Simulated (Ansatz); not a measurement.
# Ti: the cost of one run

Method: DFT r2SCAN, scalar-relativistic, plane waves, PAW, in Ansatz 0.2.0.

## 1. The structure to begin with

Symmetry: P6_3/mmc, No. 194, hexagonal system. Conventional cell: a = 2.950 Å, b = 2.950 Å, c = 4.686 Å, α = 90.00°, β = 90.00°, γ = 120.00°. Around Ti (site symmetry -6m2) lie 12 Ti at 2.90 to 2.95 Å.

As a file:

```
CELL_PARAMETERS angstrom
2.95000 0.00000 0.00000
-1.47500 2.55477 0.00000
0.00000 0.00000 4.68600
ATOMIC_POSITIONS crystal
Ti 0.33333 0.66667 0.25000
Ti 0.66667 0.33333 0.75000
```

The structure comes from the Crystallography Open Database.

## 2. A first look at the start

Contents of input.yaml:

```yaml
crystal:
  lattice:
    - [2.9499978604, 0.0, 0.0]
    - [-1.4749989302, 2.5547730882, 0.0]
    - [0.0, 0.0, 4.686]
  atoms:
    - { symbol: Ti, position: [0.3333333333, 0.6666666667, 0.25] }
    - { symbol: Ti, position: [0.6666666667, 0.3333333333, 0.75] }
basis:
  ecutwfc: 500
kpoints:
  mp_grid: { grid: [6, 6, 4] }
hamiltonian:
  xc: r2scan
scf:
  occupations: { method: gaussian, width: 0.1 }
output:
  forces: true
  stress: true
  eigenvalues: true
```

Command:

```sh
$ ansatz run input.yaml --threads 1 --pin off --max-ram 2560MiB --backend cpu --events-out ev --progress --plain --runs-dir out
```

**Question.** How long does this run take on 1 thread of Intel Xeon at 2.50GHz (Skylake/Cascade Lake), shared host, and how much memory does it need?

About 3.2 s, with a peak of 0.39 GiB.
